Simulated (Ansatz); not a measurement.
# Ga on graphene monolayer: hop by a lattice vector of the surface, part 2 of 2

Wanted: the energy profile along the hop by a lattice vector of the surface, from relaxed end points and a band of images. The slab cell is 3×3, 1 layer thick, and the adsorbate is set down on it by hand.

Ansatz 0.2.0; DFT LDA, plane waves, PAW, scalar-relativistic, collinear spin. Earlier steps stand in the parts before.

## 4. The band

crystal.atoms is end A as relaxed above, and neb.final_atoms is the same geometry shifted by the lattice vector, with the slab's atoms relabelled. With 7 inner images the band has 9 in all.

input.yaml reads:

```yaml
crystal:
  lattice:
    - [7.398, 0.0, 0.0]
    - [-3.699, 6.406856, 0.0]
    - [0.0, 0.0, 12.0]
  atoms:
    - { symbol: C, position: [0.00445658, 0.00131885, 0.08224218] }
    - { symbol: C, position: [0.22615988, 0.11296214, 0.08220261] }
    - { symbol: C, position: [0.00531499, 0.33587378, 0.0818891] }
    - { symbol: C, position: [0.22722566, 0.44682804, 0.08221237] }
    - { symbol: C, position: [0.00445643, 0.66956597, 0.08224782] }
    - { symbol: C, position: [0.22615904, 0.77962648, 0.08220368] }
    - { symbol: C, position: [0.33624962, 0.00133996, 0.0823866] }
    - { symbol: C, position: [0.55813181, 0.11228169, 0.08222292] }
    - { symbol: C, position: [0.33726719, 0.3351793, 0.08220063] }
    - { symbol: C, position: [0.55897193, 0.44680477, 0.082356] }
    - { symbol: C, position: [0.33726603, 0.66851686, 0.08220045] }
    - { symbol: C, position: [0.55897169, 0.77859534, 0.08235103] }
    - { symbol: C, position: [0.66989996, 0.00048396, 0.08213945] }
    - { symbol: C, position: [0.8934875, 0.11224962, 0.08196094] }
    - { symbol: C, position: [0.66990052, 0.33584522, 0.08214898] }
    - { symbol: C, position: [0.89348775, 0.44766707, 0.08197092] }
    - { symbol: C, position: [0.67059663, 0.6685134, 0.08221963] }
    - { symbol: C, position: [0.89280837, 0.77961935, 0.08218907] }
    - { symbol: Ga, position: [0.78581981, 0.2260069, 0.25565502] }
magnetization:
  spin_polarized: true
basis:
  ecutwfc: 420.0
kpoints:
  mp_grid: { grid: [2, 2, 1] }
hamiltonian:
  xc: lda
scf:
  occupations: { method: fermi_dirac, width: 0.05 }
  lower_state_search: "off"
neb:
  images: 7
  f_tol: 0.03
  initial_path: linear
  max_iterations: 34
  final_atoms:
    - { symbol: C, position: [0.00392996, 0.00184673, 0.08221963] }
    - { symbol: C, position: [0.2261417, 0.11295268, 0.08218907] }
    - { symbol: C, position: [0.00323329, 0.33381729, 0.08213945] }
    - { symbol: C, position: [0.22682083, 0.44558295, 0.08196094] }
    - { symbol: C, position: [0.00323385, 0.66917855, 0.08214898] }
    - { symbol: C, position: [0.22682108, 0.7810004, 0.08197092] }
    - { symbol: C, position: [0.33778976, 0.0028993, 0.08224782] }
    - { symbol: C, position: [0.55949237, 0.11295981, 0.08220368] }
    - { symbol: C, position: [0.33778991, 0.33465218, 0.08224218] }
    - { symbol: C, position: [0.55949321, 0.44629547, 0.08220261] }
    - { symbol: C, position: [0.33864832, 0.66920711, 0.0818891] }
    - { symbol: C, position: [0.56055899, 0.78016137, 0.08221237] }
    - { symbol: C, position: [0.67059936, 0.00185019, 0.08220045] }
    - { symbol: C, position: [0.89230502, 0.11192867, 0.08235103] }
    - { symbol: C, position: [0.66958295, 0.33467329, 0.0823866] }
    - { symbol: C, position: [0.89146514, 0.44561502, 0.08222292] }
    - { symbol: C, position: [0.67060052, 0.66851263, 0.08220063] }
    - { symbol: C, position: [0.89230526, 0.7801381, 0.082356] }
    - { symbol: Ga, position: [1.11915314, 0.55934023, 0.25565502] }
  order_check: true
```

Launch:

```console
$ ansatz run input.yaml --threads 2 --pin off --max-ram 5120MiB --backend cpu --events-out ev --progress --plain --runs-dir out
```

Standard output, cut to the lines that bear on the results:

```text
Warning: neb: disabling space-group detection — the band's intermediate images generally break the endpoint symmetry, so no spatial operation reduces the k-mesh or symmetrises the density, except that a semilocal band can use its path's symmetry ahead of convergence; time reversal is [...]
Warning: RAYON_NUM_THREADS=2 ignored (pool sized by the plan → 2); use --threads N
[...]
Pseudopotentials: kind: paw
Pseudopotential: C, paw, valence charge 4, recommended cutoff 420 eV (normal), C.paw.azcp
Pseudopotential: Ga, paw, valence charge 13, recommended cutoff 420 eV (normal), Ga.paw.azcp
Functional definition: SPW92
[...]
parallel-image band execution: 2 concurrent image workers
NEB image 0
Crystal: 19 atoms, lattice volume = 568.775 Å³
Basis set: ecut = 420 eV, 11177 PW (Γ)
Bands: 62, of which v1, the nominal top of the filled ones, is band 43 counted from 1 (42 counted from 0)
Symmetry: 1 space group operations
k-points: 4
[...]
NEB end point (image 8): max|allowed force component| = 1.551e-2 eV/Å (the criterion of neb.relax_end_points is 1.000e-2)
NEB image 1
SCF iter   1: F=—  HF=-8090.815378 eV  |F-HF|=—  |Δ(HF+E_count)|=         —  Δρ=3.53e-2 (↑3.53e-2 ↓3.53e-2)  dr2=2.99e1  dr2_m=0.00e0  M=0.000 μB ∫|m|=0.000 μB  β_m=0.30  ethr=3.10e-3  ⟨swp⟩=8.0  Hψ=1333  notcnv=0  defer=30
[...]
spin=Collinear: Resta preconditioning applied to the charge; magnetization (m = ρ↑ − ρ↓) channel mixes plain (no charge-response kernel on spin).
NEB image 2
[...]
spin=Collinear: Resta preconditioning applied to the charge; magnetization (m = ρ↑ − ρ↓) channel mixes plain (no charge-response kernel on spin).
NEB image 3
[...]
spin=Collinear: Resta preconditioning applied to the charge; magnetization (m = ρ↑ − ρ↓) channel mixes plain (no charge-response kernel on spin).
NEB image 4
[...]
spin=Collinear: Resta preconditioning applied to the charge; magnetization (m = ρ↑ − ρ↓) channel mixes plain (no charge-response kernel on spin).
NEB image 5
[...]
spin=Collinear: Resta preconditioning applied to the charge; magnetization (m = ρ↑ − ρ↓) channel mixes plain (no charge-response kernel on spin).
NEB image 6
[...]
```

## 5. More of the same log: band between the two ends

The log, continued, cut to the lines that bear on the results:

```text
spin=Collinear: Resta preconditioning applied to the charge; magnetization (m = ρ↑ − ρ↓) channel mixes plain (no charge-response kernel on spin).
NEB image 7
[...]
spin=Collinear: Resta preconditioning applied to the charge; magnetization (m = ρ↑ − ρ↓) channel mixes plain (no charge-response kernel on spin).
NEB iter   1: max|band force component| = 9.511e-1 eV/Å  barrier→ = 0.2579 eV  barrier← = 0.2579 eV  Δτ_max = 0.0293 Å  (90 SCF iters)
[...]
NEB iter   2: max|band force component| = 4.065e-1 eV/Å  barrier→ = 0.2098 eV  barrier← = 0.2098 eV  CI = image 4  Δτ_max = 0.0404 Å  (45 SCF iters)
[...]
NEB iter   3: max|band force component| = 5.450e-2 eV/Å  barrier→ = 0.1994 eV  barrier← = 0.1994 eV  CI = image 4  Δτ_max = 0.0065 Å  (45 SCF iters)
  M     (μB):  +0.0000  +0.0000  +0.0000  +0.0000  +0.0000  +0.0000  +0.0000  +0.0000  +0.0000
[...]
NEB point 3 about image 4
[...]
spin=Collinear: Resta preconditioning applied to the charge; magnetization (m = ρ↑ − ρ↓) channel mixes plain (no charge-response kernel on spin).
NEB point 4 about image 4
[...]
spin=Collinear: Resta preconditioning applied to the charge; magnetization (m = ρ↑ − ρ↓) channel mixes plain (no charge-response kernel on spin).
NEB point 5 about image 4
[...]
spin=Collinear: Resta preconditioning applied to the charge; magnetization (m = ρ↑ − ρ↓) channel mixes plain (no charge-response kernel on spin).
NEB point 6 about image 4
[...]
spin=Collinear: Resta preconditioning applied to the charge; magnetization (m = ρ↑ − ρ↓) channel mixes plain (no charge-response kernel on spin).
NEB point 7 about image 4
[...]
spin=Collinear: Resta preconditioning applied to the charge; magnetization (m = ρ↑ − ρ↓) channel mixes plain (no charge-response kernel on spin).
NEB point 8 about image 4
[...]
spin=Collinear: Resta preconditioning applied to the charge; magnetization (m = ρ↑ − ρ↓) channel mixes plain (no charge-response kernel on spin).
NEB point 9 about image 4
[...]
```

## 6. More of the same log: band between the two ends

Output, continued, cut to the lines that bear on the results:

```text
spin=Collinear: Resta preconditioning applied to the charge; magnetization (m = ρ↑ − ρ↓) channel mixes plain (no charge-response kernel on spin).
NEB point 10 about image 4
[...]
spin=Collinear: Resta preconditioning applied to the charge; magnetization (m = ρ↑ − ρ↓) channel mixes plain (no charge-response kernel on spin).
NEB point 11 about image 4
[...]
spin=Collinear: Resta preconditioning applied to the charge; magnetization (m = ρ↑ − ρ↓) channel mixes plain (no charge-response kernel on spin).
NEB point 12 about image 4
[...]
spin=Collinear: Resta preconditioning applied to the charge; magnetization (m = ρ↑ − ρ↓) channel mixes plain (no charge-response kernel on spin).
NEB point 13 about image 4
[...]
spin=Collinear: Resta preconditioning applied to the charge; magnetization (m = ρ↑ − ρ↓) channel mixes plain (no charge-response kernel on spin).
NEB point 14 about image 4
[...]
    - { symbol: C, position: [0.3377488652375549, 0.3351408846904088, 0.08255016137156097] }
    - { symbol: C, position: [0.5593523554113422, 0.44663203726044987, 0.08256356125868951] }
    - { symbol: C, position: [0.337966610605008, 0.6691688612450798, 0.08245529918224943] }
    - { symbol: C, position: [0.5597833249653776, 0.779653187666685, 0.082725949128294] }
    - { symbol: C, position: [0.6702695690108903, 0.0014712462711773543, 0.0824498729339542] }
    - { symbol: C, position: [0.8923799653359277, 0.11169891127848662, 0.08163522454190056] }
    - { symbol: C, position: [0.6693594523751543, 0.33472466533818185, 0.08167019884046373] }
    - { symbol: C, position: [0.8924595039438961, 0.4469753422726469, 0.07873349707599998] }
    - { symbol: C, position: [0.670702751162817, 0.6687362347855503, 0.08226081201369506] }
    - { symbol: C, position: [0.8928071225912464, 0.78008467121417, 0.08256518057159828] }
    - { symbol: Ga, position: [0.9494539595912, 0.3899144039320235, 0.2611054667007647] }
```

It took 3.1 min on 2 threads of Intel Xeon at 2.60GHz (Ice Lake), shared host; peak memory 2 GiB.

## 7. The band, image by image

The 7 inner images lie between the fixed ends 0 and 8. Energy is taken from image 0, and the path length is the program's own coordinate along the band.

| image | path (Å) | energy (eV) | Ga19 x y z (Å) | band force (eV/Å) |
| --- | --- | --- | --- | --- |
| 0 | 0.000 | 0.0000 | 4.98 1.45 3.07 | - |
| 1 | 0.296 | 0.0328 | 5.12 1.71 3.08 | 0.002 |
| 2 | 0.592 | 0.1038 | 5.28 1.97 3.10 | 0.004 |
| 3 | 0.889 | 0.1718 | 5.43 2.24 3.12 | 0.006 |
| 4* | 1.185 | 0.1992 | 5.58 2.50 3.13 | 0.008 |
| 5 | 1.492 | 0.1699 | 5.74 2.77 3.12 | 0.006 |
| 6 | 1.799 | 0.0983 | 5.89 3.04 3.10 | 0.004 |
| 7 | 2.107 | 0.0267 | 6.05 3.32 3.08 | 0.002 |
| 8 | 2.414 | 0.0000 | 6.21 3.58 3.07 | - |

The star marks the climbing image.

image, energy (eV) and a bar:
```
        0      0.000 
        1      0.033 #####
        2      0.104 ################
        3      0.172 ##########################
        4      0.199 ##############################
        5      0.170 ##########################
        6      0.098 ###############
        7      0.027 ####
        8      0.000
```

The top of the band by iteration:

```csv
iteration,highest image above image 0 (eV),largest band force (eV/Å)
1,0.2579,0.951
2,0.2098,0.406
3,0.1994,0.055
4,0.1992,0.008
```

The band as a trajectory file:

```xyz
19
Lattice="7.398 0.000 0.000 -3.699 6.407 0.000 0.000 0.000 12.000" Properties=species:S:1:pos:R:3 pbc="T T T" image=0 dE=0.0000
C     0.028    0.008    0.987
C     1.255    0.724    0.986
C    -1.203    2.152    0.983
C     0.028    2.863    0.987
C    -2.444    4.290    0.987
C    -1.211    4.995    0.986
C     2.483    0.009    0.989
C     3.714    0.719    0.987
C     1.255    2.147    0.986
C     2.483    2.863    0.988
C     0.022    4.283    0.986
C     1.255    4.988    0.988
C     4.954    0.003    0.986
C     6.195    0.719    0.984
C     3.714    2.152    0.986
C     4.954    2.868    0.984
C     2.488    4.283    0.987
C     3.721    4.995    0.986
Ga    4.977    1.448    3.068
19
Lattice="7.398 0.000 0.000 -3.699 6.407 0.000 0.000 0.000 12.000" Properties=species:S:1:pos:R:3 pbc="T T T" image=1 dE=0.0328
C     0.028    0.009    0.989
C     1.256    0.723    0.988
C    -1.202    2.151    0.963
C     0.030    2.863    0.976
C    -2.443    4.292    0.976
C    -1.210    4.995    0.984
C     2.485    0.009    0.995
C     3.716    0.719    1.001
C     1.256    2.147    0.986
C     2.483    2.862    0.989
C     0.023    4.284    0.984
C     1.256    4.990    0.995
C     4.954    0.004    1.001
C     6.194    0.718    0.987
C     3.714    2.150    0.987
C     4.954    2.869    0.964
C     2.488    4.283    0.988
C     3.721    4.995    0.986
Ga    5.123    1.712    3.081
19
Lattice="7.398 0.000 0.000 -3.699 6.407 0.000 0.000 0.000 12.000" Properties=species:S:1:pos:R:3 pbc="T T T" image=2 dE=0.1038
C     0.027    0.009    0.991
C     1.256    0.723    0.987
C    -1.202    2.150    0.951
C     0.031    2.864    0.971
C    -2.444    4.293    0.971
C    -1.210    4.996    0.981
C     2.486    0.011    0.996
C     3.717    0.719    1.004
C     1.257    2.147    0.987
C     2.484    2.862    0.991
C     0.023    4.284    0.981
C     1.256    4.992    0.996
C     4.953    0.006    1.004
C     6.191    0.717    0.989
C     3.714    2.148    0.989
C     4.952    2.868    0.952
C     2.488    4.283    0.988
C     3.721    4.996    0.987
Ga    5.276    1.974    3.104
19
Lattice="7.398 0.000 0.000 -3.699 6.407 0.000 0.000 0.000 12.000" Properties=species:S:1:pos:R:3 pbc="T T T" image=3 dE=0.1718
C     0.026    0.010    0.992
C     1.256    0.724    0.987
C    -1.203    2.148    0.945
C     0.031    2.865    0.973
C    -2.444    4.293    0.973
C    -1.209    4.998    0.983
C     2.487    0.012    0.994
C     3.718    0.720    0.998
C     1.258    2.147    0.988
C     2.485    2.862    0.992
C     0.024    4.286    0.983
C     1.257    4.994    0.994
C     4.953    0.007    0.998
C     6.190    0.717    0.986
C     3.714    2.146    0.987
C     4.951    2.866    0.946
C     2.488    4.284    0.987
C     3.720    4.997    0.989
Ga    5.429    2.236    3.124
19
Lattice="7.398 0.000 0.000 -3.699 6.407 0.000 0.000 0.000 12.000" Properties=species:S:1:pos:R:3 pbc="T T T" image=4 dE=0.1992
C     0.026    0.011    0.991
C     1.257    0.724    0.987
C    -1.204    2.145    0.943
C     0.031    2.864    0.980
C    -2.444    4.293    0.980
C    -1.208    4.999    0.989
C     2.488    0.014    0.992
C     3.720    0.722    0.989
C     1.259    2.147    0.991
C     2.486    2.862    0.991
C     0.025    4.287    0.989
C     1.257    4.995    0.993
C     4.953    0.009    0.989
C     6.189    0.716    0.980
C     3.714    2.145    0.980
C     4.949    2.864    0.945
C     2.488    4.284    0.987
C     3.719    4.998    0.991
Ga    5.582    2.498    3.133
19
Lattice="7.398 0.000 0.000 -3.699 6.407 0.000 0.000 0.000 12.000" Properties=species:S:1:pos:R:3 pbc="T T T" image=5 dE=0.1699
C     0.025    0.011    0.988
C     1.257    0.724    0.987
C    -1.206    2.142    0.945
C     0.030    2.862    0.986
C    -2.445    4.292    0.987
C    -1.208    5.001    0.998
C     2.488    0.015    0.994
C     3.721    0.723    0.983
C     1.260    2.146    0.992
C     2.487    2.861    0.989
C     0.026    4.288    0.998
C     1.258    4.996    0.994
C     4.954    0.011    0.983
C     6.188    0.715    0.973
C     3.713    2.144    0.973
C     4.947    2.860    0.946
C     2.488    4.285    0.987
C     3.718    4.998    0.992
Ga    5.738    2.771    3.124
19
Lattice="7.398 0.000 0.000 -3.699 6.407 0.000 0.000 0.000 12.000" Properties=species:S:1:pos:R:3 pbc="T T T" image=6 dE=0.0983
C     0.024    0.012    0.986
C     1.257    0.724    0.987
C    -1.208    2.139    0.952
C     0.030    2.860    0.989
C    -2.447    4.290    0.989
C    -1.208    5.002    1.004
C     2.489    0.016    0.996
C     3.721    0.723    0.981
C     1.261    2.145    0.991
C     2.488    2.860    0.987
C     0.028    4.288    1.004
C     1.259    4.997    0.996
C     4.954    0.011    0.981
C     6.188    0.715    0.971
C     3.713    2.143    0.971
C     4.946    2.858    0.953
C     2.489    4.284    0.988
C     3.717    4.998    0.991
Ga    5.894    3.044    3.102
19
Lattice="7.398 0.000 0.000 -3.699 6.407 0.000 0.000 0.000 12.000" Properties=species:S:1:pos:R:3 pbc="T T T" image=7 dE=0.0267
C     0.023    0.012    0.986
C     1.256    0.724    0.988
C    -1.209    2.138    0.965
C     0.031    2.857    0.986
C    -2.449    4.289    0.987
C    -1.209    5.003    1.000
C     2.489    0.017    0.995
C     3.722    0.723    0.984
C     1.261    2.145    0.989
C     2.488    2.860    0.986
C     0.029    4.288    1.000
C     1.260    4.998    0.995
C     4.955    0.012    0.984
C     6.188    0.716    0.977
C     3.715    2.144    0.977
C     4.946    2.856    0.966
C     2.489    4.284    0.988
C     3.716    4.998    0.989
Ga    6.049    3.317    3.079
19
Lattice="7.398 0.000 0.000 -3.699 6.407 0.000 0.000 0.000 12.000" Properties=species:S:1:pos:R:3 pbc="T T T" image=8 dE=0.0000
C     0.022    0.012    0.987
C     1.255    0.724    0.986
C    -1.211    2.139    0.986
C     0.030    2.855    0.984
C    -2.451    4.287    0.986
C    -1.211    5.004    0.984
C     2.488    0.019    0.987
C     3.721    0.724    0.986
C     1.261    2.144    0.987
C     2.488    2.859    0.986
C     0.030    4.288    0.983
C     1.261    4.998    0.987
C     4.954    0.012    0.986
C     6.187    0.717    0.988
C     3.716    2.144    0.989
C     4.947    2.855    0.987
C     2.488    4.283    0.986
C     3.716    4.998    0.988
Ga    6.210    3.584    3.068
```

## 8. Results

The summary covers parts 1 to 2.

```
                    quantity                    value
                       end A  4 moves, 0.575 eV lower
            barrier forwards                 0.199 eV
           barrier backwards                 0.199 eV
second end relative to first                 0.000 eV
               highest image    4 of 0 to 8, climbing
             band iterations                        4
lowest curvatures at the top     -0.65 and 0.13 eV/Å²
```

**Reading.** The top lies 0.20 eV above the first end, or 8 kT at room temperature, which at an assumed attempt frequency of 10^13 s⁻¹ means a rate near 10^10 s⁻¹. Both ends agree in energy to 1 meV. The test of curvatures at the top gave "unresolved", so the point may be no simple saddle. A cell of 19 atoms lets the moving atom feel its images, and convergence in size and mesh was not shown.
